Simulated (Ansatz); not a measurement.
# CH₆AlCl₂N: up Jacob's ladder to CCSD(T)

The task here is to estimate one member of a computed series from the others.

The runs use Ansatz 0.2.0, Gaussian basis; functionals in def2-TZVPP, the program's frozen cores in correlated methods.

Levels to be run: LDA (SPW92), PBE-D4, revPBE-D4, BLYP-D4, r2SCAN-D4, B97M-V, PBE0-D4, B3LYP-D4, r2SCANh-D4, r2SCAN0-D4, HSE06-D4, BHLYP-D4, CAM-B3LYP-D4, LC-ωPBE, ωB97X-V, ωB97M-V, B2PLYP, PBE-QIDH; CCSD(T)/def2-SVP; CCSD(T)/def2-TZVPP; MP2/def2-QZVPP; extrapolation to the limit; RPA on PBE.

### Structure used throughout

All runs share one geometry, relaxed beforehand with PBE0-D4 in a triple-zeta def2 set.

SMILES `[CH3][Al-]([NH3+])([Cl])[Cl]`, 11 atoms, charge 0, spin multiplicity 1.

Atoms are counted from 1 here; the program's logs count them from 0.

Bond lengths: C1–Al2 1.944 Å, C1–H6 1.094 Å, C1–H7 1.094 Å, C1–H8 1.094 Å, Al2–N3 2.023 Å, Al2–Cl4 2.137 Å, Al2–Cl5 2.137 Å, N3–H9 1.016 Å, N3–H10 1.016 Å, N3–H11 1.016 Å. Angles: Al2–C1–H6 110.4°, Al2–C1–H7 112.2°, Al2–C1–H8 112.2°, H6–C1–H7 106.8°, H6–C1–H8 106.8°, H7–C1–H8 108.1°, C1–Al2–N3 106.9°, C1–Al2–Cl4 117.8°, C1–Al2–Cl5 117.8°, N3–Al2–Cl4 97.7°, N3–Al2–Cl5 97.7°, Cl4–Al2–Cl5 114.1°, Al2–N3–H9 108.0°, Al2–N3–H10 112.3°, Al2–N3–H11 112.3°, H9–N3–H10 107.7°, H9–N3–H11 107.7°, H10–N3–H11 108.6°.

The first run:

in.yaml

```yaml
crystal:
  periodic: [false, false, false]
  atoms:
    - {symbol: C, position_ang: [-1.573716, 0.259208, 0.571956]}
    - {symbol: Al, position_ang: [-0.005849, 0.568677, -0.535221]}
    - {symbol: N, position_ang: [1.386751, -0.787800, 0.025615]}
    - {symbol: Cl, position_ang: [-0.120786, 0.022907, -2.598021]}
    - {symbol: Cl, position_ang: [1.144830, 2.329939, -0.160915]}
    - {symbol: H, position_ang: [-2.368087, 0.966317, 0.315784]}
    - {symbol: H, position_ang: [-1.986153, -0.744951, 0.432617]}
    - {symbol: H, position_ang: [-1.360552, 0.394188, 1.636945]}
    - {symbol: H, position_ang: [2.215716, -0.639950, -0.543758]}
    - {symbol: H, position_ang: [1.657327, -0.682507, 0.998795]}
    - {symbol: H, position_ang: [1.075921, -1.743127, -0.123095]}
basis:
  gaussian: {orbitals: def2-TZVPP}
hamiltonian: {xc: lda}
output: {orbitals: {seedname: orbitals}}
```

Launch:

```
ansatz run in.yaml --threads 4 --pin off --events-out ev --progress --plain --max-ram 10444MiB
```

Steps of the session up to this table: LDA; PBE-D4 (GGA); revPBE-D4 (GGA); BLYP-D4 (GGA); r2SCAN-D4 (meta-GGA); B97M-V (meta-GGA); PBE0-D4 (hybrid); B3LYP-D4 (hybrid); r2SCANh-D4 (hybrid); r2SCAN0-D4 (hybrid); HSE06-D4 (hybrid); BHLYP-D4 (hybrid); CAM-B3LYP-D4 (range-separated); LC-ωPBE (range-separated); ωB97X-V (range-separated); ωB97M-V (range-separated); B2PLYP (double hybrid); PBE-QIDH (double hybrid).

One of the session's tables, all rows but one given; the rest of the session is left out.

It belongs to the step «Frontier levels by functional». 

| functional | HOMO (eV) | gap (eV) |
| --- | --- | --- |
| LDA (SPW92) | -6.73 | 5.45 |
| PBE-D4 | -6.60 | 5.43 |
| revPBE-D4 | -6.54 | 5.44 |
| BLYP-D4 | -6.46 | 5.25 |
| r2SCAN-D4 | -6.90 | 6.45 |
| B97M-V | -6.98 | 5.99 |
| PBE0-D4 | -7.92 | 7.56 |
| B3LYP-D4 | -7.68 | 6.96 |
| r2SCANh-D4 | -7.38 | 7.17 |
| r2SCAN0-D4 | -8.12 | 8.24 |
| HSE06-D4 | -7.51 | 6.79 |
| BHLYP-D4 | ? | ? |
| CAM-B3LYP-D4 | -9.29 | 9.67 |
| LC-ωPBE | -10.68 | 12.41 |
| ωB97X-V | -10.31 | 11.80 |
| ωB97M-V | -10.14 | 11.18 |

Q: Estimate the row for BHLYP-D4 from the others.

Worked estimate for «HOMO (eV)». Against the share of exact exchange, BLYP-D4 (0, -6.46), B3LYP-D4 (0.2, -7.68) give a slope of -6.10 per unit share; at 0.5 the line stands at -9.51.

**Answer.** HOMO (eV): -9.13; gap (eV): 9.35. In «HOMO (eV)» the line misses by -0.38.
